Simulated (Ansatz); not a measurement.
# V3S4: the cost of one run

Method: DFT PBEsol+U, PAW, plane waves, scalar-relativistic; U − J = 3.4 eV on V d, in Ansatz 0.2.0.

## Step 1: The structure to begin with

It takes space group P6_3/m (No. 176, hexagonal). The conventional cell has a = 9.099 Å, b = 9.099 Å, c = 3.297 Å, α = 90.00°, β = 90.00°, γ = 120.00°. Around V (site symmetry m) lie 6 S at 2.34 to 2.49 Å. S (site symmetry m) is surrounded by 4 V at 2.34 to 2.49 Å. S (site symmetry -6) has 6 V at 2.44 Å as nearest neighbours.

Structure file:

```cif
data_structure
_symmetry_space_group_name_H-M 'P 1'
_symmetry_Int_Tables_number 1
_cell_length_a 9.0990
_cell_length_b 9.0990
_cell_length_c 3.2970
_cell_angle_alpha 90.000
_cell_angle_beta 90.000
_cell_angle_gamma 120.000
_cell_volume 236.39
loop_
_atom_site_label
_atom_site_type_symbol
_atom_site_fract_x
_atom_site_fract_y
_atom_site_fract_z
_atom_site_occupancy
V1 V 0.48750 0.12140 0.25000 1
V2 V 0.36610 0.48750 0.75000 1
V3 V 0.87860 0.36610 0.25000 1
V4 V 0.51250 0.87860 0.75000 1
V5 V 0.63390 0.51250 0.25000 1
V6 V 0.12140 0.63390 0.75000 1
S1 S 0.34730 0.29670 0.25000 1
S2 S 0.05060 0.34730 0.75000 1
S3 S 0.70330 0.05060 0.25000 1
S4 S 0.65270 0.70330 0.75000 1
S5 S 0.94940 0.65270 0.25000 1
S6 S 0.29670 0.94940 0.75000 1
S7 S 0.33333 0.66667 0.25000 1
S8 S 0.66667 0.33333 0.75000 1
```

Labels such as S14 number the atoms in the order of the input file.

Planned first: parallel moments, plain SCF; opposed moments +---++, plain SCF; no spin polarisation; spin on, no moments given (the program may seed its own), plain SCF; opposed moments +--++-, plain SCF. What is tried next depends on their ends.

“Plain SCF” means no search for lower states. Ends within 0.2 meV/atom and 0.1 μB count as one state.

Site moments are integrals over atomic spheres and don't add up to the total.

## Step 2: Parallel moments, plain SCF

input.yaml

```yaml
crystal:
  lattice:
    - [9.0990021, 0.0, 0.0]
    - [-4.54950105, 7.87996697, 0.0]
    - [0.0, 0.0, 3.297]
  atoms:
    - { symbol: V, position: [0.4875, 0.1214, 0.25], spin: 2.0 }
    - { symbol: V, position: [0.3661, 0.4875, 0.75], spin: 2.0 }
    - { symbol: V, position: [0.8786, 0.3661, 0.25], spin: 2.0 }
    - { symbol: V, position: [0.5125, 0.8786, 0.75], spin: 2.0 }
    - { symbol: V, position: [0.6339, 0.5125, 0.25], spin: 2.0 }
    - { symbol: V, position: [0.1214, 0.6339, 0.75], spin: 2.0 }
    - { symbol: S, position: [0.3473, 0.2967, 0.25] }
    - { symbol: S, position: [0.0506, 0.3473, 0.75] }
    - { symbol: S, position: [0.7033, 0.0506, 0.25] }
    - { symbol: S, position: [0.6527, 0.7033, 0.75] }
    - { symbol: S, position: [0.9494, 0.6527, 0.25] }
    - { symbol: S, position: [0.2967, 0.9494, 0.75] }
    - { symbol: S, position: [0.33333333, 0.66666667, 0.25] }
    - { symbol: S, position: [0.66666667, 0.33333333, 0.75] }
magnetization:
  spin_polarized: true
hamiltonian:
  xc: pbesol
  pseudopotentials: { kind: paw }
  hubbard: { sites: [{ species: V, l: d, u_eff: 3.4 }] }
basis:
  ecutwfc: 420
kpoints:
  mp_grid: { grid: [2, 2, 5] }
scf:
  occupations: { method: fermi_dirac, width: 0.1 }
  lower_state_search: "off"
output:
  forces: true
  stress: true
```

Command:

```bash
> ansatz run input.yaml --threads 4 --pin off --max-ram 9216MiB --backend cpu --events-out ev --progress --plain --runs-dir out
```

Q: Estimate wall time and peak memory on 4 threads of Arm Neoverse V2, shared host.

About 8.5 s, with a peak of 0.94 GiB.
